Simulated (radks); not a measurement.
# Al⁺ in [Ne] 3s2: an all-electron calculation

One table from this session's results is given with a row withheld; the runs are named, their logs left out.

The numbers are computed with radks (a radial shooting solver on a logarithmic mesh, Libxc functionals) version 1 (non-relativistic Kohn-Sham, PBE, spin-polarised, spherical densities, point nucleus), except any that are marked as measured or tabulated.

## The atom as given

- element: aluminium (Z = 13)
- charge: +1
- electrons: 12
- configuration: [Ne] 3s2

Outer shells as boxes (Hund's rule):

Al⁺
```
[Ne] core
3s [↑↓]
```

The first run:

The run's settings:

```text
Z 13
configuration [Ne] 3s2 3p0 4s0 3d0 4f0
relativity non-relativistic
functional pbe,pbe
spin polarised
nucleus point
```

Among the steps run: Self-consistent calculation.

One table of the session follows, with a row left open; its other results are not shown here.

It belongs to the step «Shells». Sizes of the orbitals, from the radial functions (bohr):

| level | <r> | outermost maximum (interpolated) | 90 % within | nodes |
| --- | --- | --- | --- | --- |
| 1s | 0.1205 | 0.0787 | 0.215 | 0 |
| 2s | ? | ? | ? | ? |
| 2p | 0.6034 | 0.429 | 1.02 | 0 |
| 3s | 2.381 | 2.02 | 3.59 | 2 |
| 3p | 2.905 | 2.40 | 4.47 | 1 |

Q: Estimate the row for 2s from the others.

**Answer.** <r>: 0.6276; outermost maximum (interpolated): 0.498; 90 % within: 0.993; nodes: 1. In the column «<r>» it lies between 2p (0.6034) and 3s (2.381).
